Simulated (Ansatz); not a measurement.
**H₅NOSSi₂: a ladder of functionals and wavefunction methods**

Aim: compute H₅NOSSi₂ with functionals from several rungs and with coupled cluster, and see how far each lands from CCSD(T) at the basis-set limit for the atomisation energy.

Program: Ansatz 0.2.0, Gaussian basis. Level of theory: functionals in def2-TZVPP, the program's frozen cores in correlated methods. These are calculated values, not measurements.

Levels to be run: LDA (SPW92), PBE-D4, revPBE-D4, BLYP-D4, r2SCAN-D4, B97M-V, PBE0-D4, B3LYP-D4, r2SCANh-D4, r2SCAN0-D4, HSE06-D4, BHLYP-D4, CAM-B3LYP-D4, LC-ωPBE, ωB97X-V, ωB97M-V, B2PLYP, PBE-QIDH; CCSD(T)/def2-SVP; CCSD(T)/def2-TZVPP; MP2/def2-QZVPP; extrapolation to the limit; RPA on PBE.

### 1 The relaxed structure

All runs share one geometry, relaxed beforehand with PBE0-D4 in a triple-zeta def2 set.

10 atoms, charge 0, spin multiplicity 1.

Atoms are counted from 1 here; the program's logs count them from 0.

Bond lengths: S1–Si2 2.117 Å, S1–H6 1.345 Å, Si2–N3 1.726 Å, Si2–O5 1.670 Å, Si2–H7 1.479 Å, N3–Si4 1.729 Å, N3–H8 1.002 Å, Si4–O5 1.671 Å, Si4–H9 1.485 Å, Si4–H10 1.483 Å. Angles: Si2–S1–H6 94.0°, S1–Si2–N3 117.5°, S1–Si2–O5 116.3°, S1–Si2–H7 103.7°, N3–Si2–O5 88.2°, N3–Si2–H7 118.1°, O5–Si2–H7 113.3°, Si2–N3–Si4 89.9°, Si2–N3–H8 134.0°, Si4–N3–H8 136.0° and more.

As a file:

```xyz
10

S    -2.6498    0.5713   -0.0938
Si   -0.8066   -0.0999    0.7011
N     0.2371   -0.9900   -0.3458
Si    1.4563    0.2207   -0.1533
O     0.3991    1.0468    0.8435
H    -2.1028    1.0155   -1.2390
H    -1.1857   -0.7130    1.9926
H     0.1356   -1.8328   -0.8787
H     1.8230    0.9808   -1.3748
H     2.6938   -0.1995    0.5483
```

### 2 LDA

This LDA is Slater exchange with PW92 correlation.

File in.yaml:

```yaml
crystal:
  periodic: [false, false, false]
  atoms:
    - {symbol: S, position_ang: [-2.649798, 0.571281, -0.093789]}
    - {symbol: Si, position_ang: [-0.806615, -0.099867, 0.701095]}
    - {symbol: N, position_ang: [0.237073, -0.989960, -0.345847]}
    - {symbol: Si, position_ang: [1.456276, 0.220680, -0.153339]}
    - {symbol: O, position_ang: [0.399136, 1.046828, 0.843472]}
    - {symbol: H, position_ang: [-2.102763, 1.015529, -1.239007]}
    - {symbol: H, position_ang: [-1.185687, -0.713030, 1.992579]}
    - {symbol: H, position_ang: [0.135597, -1.832772, -0.878669]}
    - {symbol: H, position_ang: [1.822973, 0.980808, -1.374817]}
    - {symbol: H, position_ang: [2.693797, -0.199497, 0.548332]}
basis:
  gaussian: {orbitals: def2-TZVPP}
hamiltonian: {xc: lda}
output: {orbitals: {seedname: orbitals}}
```

On the command line:

```console
> ansatz run in.yaml --threads 4 --pin off --events-out ev --progress --plain --max-ram 10444MiB
```

Further steps of the session: PBE-D4 (GGA); revPBE-D4 (GGA); BLYP-D4 (GGA); r2SCAN-D4 (meta-GGA); B97M-V (meta-GGA); B3LYP-D4 (hybrid); r2SCANh-D4 (hybrid); r2SCAN0-D4 (hybrid); HSE06-D4 (hybrid); BHLYP-D4 (hybrid); CAM-B3LYP-D4 (range-separated); LC-ωPBE (range-separated); ωB97X-V (range-separated); ωB97M-V (range-separated); B2PLYP (double hybrid); PBE-QIDH (double hybrid); CCSD(T) in def2-SVP; CCSD(T) in def2-TZVPP; MP2 in def2-QZVPP; RPA on PBE orbitals.

Before running them: what should the planned runs give, taken together? Wanted: atomisation energy, CCSD(T)/CBS; farthest beyond LDA; mean size of error, GGA; mean size of error, meta-GGA; mean size of error, hybrid; mean size of error, range-separated; mean size of error, double hybrid; gap, smallest and largest; T1 diagnostic.

As calculated:

| quantity | value |
| --- | --- |
| atomisation energy, CCSD(T)/CBS | 3604.6 kJ/mol |
| functionals within 18.0 kJ/mol (0.5 %) | PBE-D4, r2SCAN-D4, B97M-V, CAM-B3LYP-D4, ωB97M-V |
| farthest beyond LDA | BHLYP-D4 (-122.5 kJ/mol) |
| mean size of error, GGA | 43.1 kJ/mol |
| mean size of error, meta-GGA | 10.2 kJ/mol |
| mean size of error, hybrid | 60.9 kJ/mol |
| mean size of error, range-separated | 22.2 kJ/mol |
| mean size of error, double hybrid | 63.6 kJ/mol |
| gap, smallest and largest | 5.04 eV (LDA (SPW92)), 12.22 eV (LC-ωPBE) |
| T1 diagnostic | 0.0120 |
| triples share of the correlation energy | 4.0 % |

**Reading.** LDA overbinds by 478.3 kJ/mol (13 %). PBE-D4 misses by +6.6 kJ/mol. Double hybrids carry the basis error of their MP2 part in triple zeta, and no dispersion term here, so their miss is partly the set-up's. By mean error the best rung here is meta-GGA (10.2 kJ/mol) and the worst beyond LDA is double hybrid (63.6 kJ/mol). hybrid functionals lie within the reference's doubt of that worst mean (60.9 kJ/mol), so those two tie. The reference freezes the cores and leaves out relativity and excitations past (T), so misses under about 18.0 kJ/mol can't be ranked. Hartree-Fock recovers 70 % of the binding; the rest is correlation. CCSD(T) in def2-SVP is off by -362.8 kJ/mol, so the small basis spoils what the method gains. The gap grows from 5.0 to 12.2 eV across the functionals, mostly with the share of exact exchange.
